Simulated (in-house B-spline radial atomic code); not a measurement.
# Ta¹¹⁺: ionisation energy by several methods

How far do functionals differ on the ionisation energy of Ta¹¹⁺? Each run solves Ta¹¹⁺ and then the next ion ([Kr] 4d10 4f13 5s2).

Program: in-house B-spline radial atomic code version 1. Level of theory: Dirac-Coulomb, several functionals; spherical all-electron atom at the radial basis limit. These are calculated values, not measurements, unless marked.

### Step 1. Starting point

- element: tantalum (Z = 73)
- charge: +11
- electrons: 62
- configuration: [Kr] 4d10 4f13 5s2 5p1
- nucleus: Fermi, rms radius 5.351 fm

Outer shells as boxes (Hund's rule):

[Kr] 4d10 4f13 5s2 5p1
```
[Kr] core
4d [↑↓][↑↓][↑↓][↑↓][↑↓]
4f [↑↓][↑↓][↑↓][↑↓][↑↓][↑↓][↑ ]
5s [↑↓]
5p [↑ ][  ][  ]
```

The boxes only draw the filling; these runs are spin-restricted and spherical.

### Step 2. PBE, a GGA

Settings of the run:

```ini
Z = 73
electrons = 62.0
configuration = [Kr] 4d10 4f13 5s2 5p1
hamiltonian = dirac
method = pbe,pbe
spin_polarised = False
nucleus = fermi
rms_radius = 5.3507
mass_number = 181
atomic_mass = 180.947998528
speed_of_light = 137.035999084
```

### Step 3. RPBE, a GGA

Changes to the settings of step 2:

```diff
@@ -4,3 +4,3 @@
 hamiltonian = dirac
-method = pbe,pbe
+method = rpbe,pbe
 spin_polarised = False
```

### Step 4. OLYP, a GGA

Changes to the settings of step 3:

```diff
@@ -4,3 +4,3 @@
 hamiltonian = dirac
-method = rpbe,pbe
+method = optx,lyp
 spin_polarised = False
```

Q: The tabulated ionisation energy is 235 ± 12 eV (tabulated theoretical; NIST Atomic Spectra Database). What does each method give, and which comes nearest?

As calculated:

| method | rung | total energy (hartree) | ΔSCF (eV) | with Breit, QED, recoil (eV) | −ε highest (eV) | corrected ΔSCF less tabulated (eV) |
| --- | --- | --- | --- | --- | --- | --- |
| PBE | GGA | -15585.6647 | 219.83 | 219.60 | 205.55 (5p3/2) | -15.40 |
| RPBE | GGA | -15586.1888 | 219.54 | 219.31 | 205.29 (5p3/2) | -15.69 |
| OLYP | GGA | -15591.2428 | 219.71 | 219.48 | 205.47 (5p3/2) | -15.52 |

The tabulated ionisation energy is 235 ± 12 eV (tabulated theoretical; NIST Atomic Spectra Database). PBE comes nearest (-15.40 eV) and RPBE is farthest (-15.69 eV, 6.7 %). All methods miss on the same side by much the same amount, which points to something that they share. Open shells are averaged (over orientations, and over spins where the run is restricted), while tables refer to the lowest levels. For the semilocal functionals minus the highest level recovers only 94 % of their own ΔSCF value, a mark of self-interaction.

Members of this set that are not shown: 1 used exact exchange with fractional occupations of an open shell, which is unsound here.
